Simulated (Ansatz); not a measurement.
**CH₃O₃Re: up Jacob's ladder to CCSD(T)**

The task here is to estimate one member of a computed series from the others.

Method: functionals in def2-TZVPP, the program's frozen cores in correlated methods; program: Ansatz 0.2.0, Gaussian basis.

Levels to be run: LDA (SPW92), PBE-D4, revPBE-D4, BLYP-D4, r2SCAN-D4, B97M-V, PBE0-D4, B3LYP-D4, r2SCANh-D4, r2SCAN0-D4, HSE06-D4, BHLYP-D4, CAM-B3LYP-D4, LC-ωPBE, ωB97X-V, ωB97M-V, B2PLYP, PBE-QIDH; CCSD(T)/def2-SVP; CCSD(T)/def2-TZVPP; MP2/def2-QZVPP; extrapolation to the limit; RPA on PBE.

## Structure used throughout

The geometry comes from an earlier relaxation with PBE0-D4 in a triple-zeta def2 set; it is a stationary point, not always the lowest conformer. Re takes the def2 core potential; no spin-orbit term is included.

SMILES `[CH3][Re](=[O])(=[O])=[O]`, 8 atoms, charge 0, spin multiplicity 1.

Atoms are counted from 1 here; the program's logs count them from 0.

Bond lengths: C1–Re2 2.074 Å, C1–H6 1.092 Å, C1–H7 1.092 Å, C1–H8 1.092 Å, Re2–O3 1.695 Å, Re2–O4 1.695 Å, Re2–O5 1.695 Å. Angles: Re2–C1–H6 109.1°, Re2–C1–H7 109.1°, Re2–C1–H8 109.1°, H6–C1–H7 109.9°, H6–C1–H8 109.9°, H7–C1–H8 109.9°, C1–Re2–O3 105.9°, C1–Re2–O4 105.9°, C1–Re2–O5 105.9°, O3–Re2–O4 112.8°, O3–Re2–O5 112.8°, O4–Re2–O5 112.8°.

Set-up of the first run:

Contents of in.yaml:

```yaml
crystal:
  periodic: [false, false, false]
  atoms:
    - {symbol: C, position_ang: [-0.854917, -0.091610, 0.649838]}
    - {symbol: Re, position_ang: [0.790258, 0.084686, -0.600693]}
    - {symbol: O, position_ang: [1.995684, -0.897311, 0.075540]}
    - {symbol: O, position_ang: [0.277839, -0.459021, -2.122689]}
    - {symbol: O, position_ang: [1.203835, 1.728947, -0.596048]}
    - {symbol: H, position_ang: [-1.165746, -1.137524, 0.684431]}
    - {symbol: H, position_ang: [-0.579878, 0.247363, 1.650437]}
    - {symbol: H, position_ang: [-1.667075, 0.524460, 0.259194]}
basis:
  gaussian: {orbitals: def2-TZVPP}
hamiltonian: {xc: lda}
output: {orbitals: {seedname: orbitals}}
```

Run with:

```sh
> ansatz run in.yaml --threads 4 --pin off --events-out ev --progress --plain --max-ram 10444MiB
```

Steps of the session up to this table: LDA; PBE-D4 (GGA); revPBE-D4 (GGA); BLYP-D4 (GGA); r2SCAN-D4 (meta-GGA); B97M-V (meta-GGA); PBE0-D4 (hybrid); B3LYP-D4 (hybrid); r2SCANh-D4 (hybrid); r2SCAN0-D4 (hybrid); HSE06-D4 (hybrid); BHLYP-D4 (hybrid); CAM-B3LYP-D4 (range-separated); LC-ωPBE (range-separated); ωB97X-V (range-separated); ωB97M-V (range-separated); B2PLYP (double hybrid); PBE-QIDH (double hybrid).

One table of the session follows, with a row left open; its other results are not shown here.

It belongs to the step «Orbital energies across the functionals». 

```
  functional  HOMO (eV)  LUMO (eV)  gap (eV)
 LDA (SPW92)      -8.28      -3.86      4.42
      PBE-D4          ?          ?         ?
   revPBE-D4      -7.95      -3.52      4.43
     BLYP-D4      -7.94      -3.53      4.40
   r2SCAN-D4      -8.42      -3.58      4.84
      B97M-V      -8.50      -3.49      5.01
     PBE0-D4      -9.69      -2.85      6.84
    B3LYP-D4      -9.42      -3.09      6.33
  r2SCANh-D4      -9.04      -3.29      5.75
  r2SCAN0-D4      -9.97      -2.83      7.14
    HSE06-D4      -9.28      -3.23      6.05
    BHLYP-D4     -11.29      -1.94      9.35
CAM-B3LYP-D4     -11.14      -1.76      9.38
     LC-ωPBE     -12.45      -0.57     11.87
     ωB97X-V     -12.11      -0.63     11.47
     ωB97M-V     -12.05      -0.66     11.39
```

Q: Estimate the row for PBE-D4 from the others.

As computed: HOMO (eV): -8.04; LUMO (eV): -3.61; gap (eV): 4.42. In the column «HOMO (eV)» it lies between LDA (SPW92) (-8.28) and revPBE-D4 (-7.95).
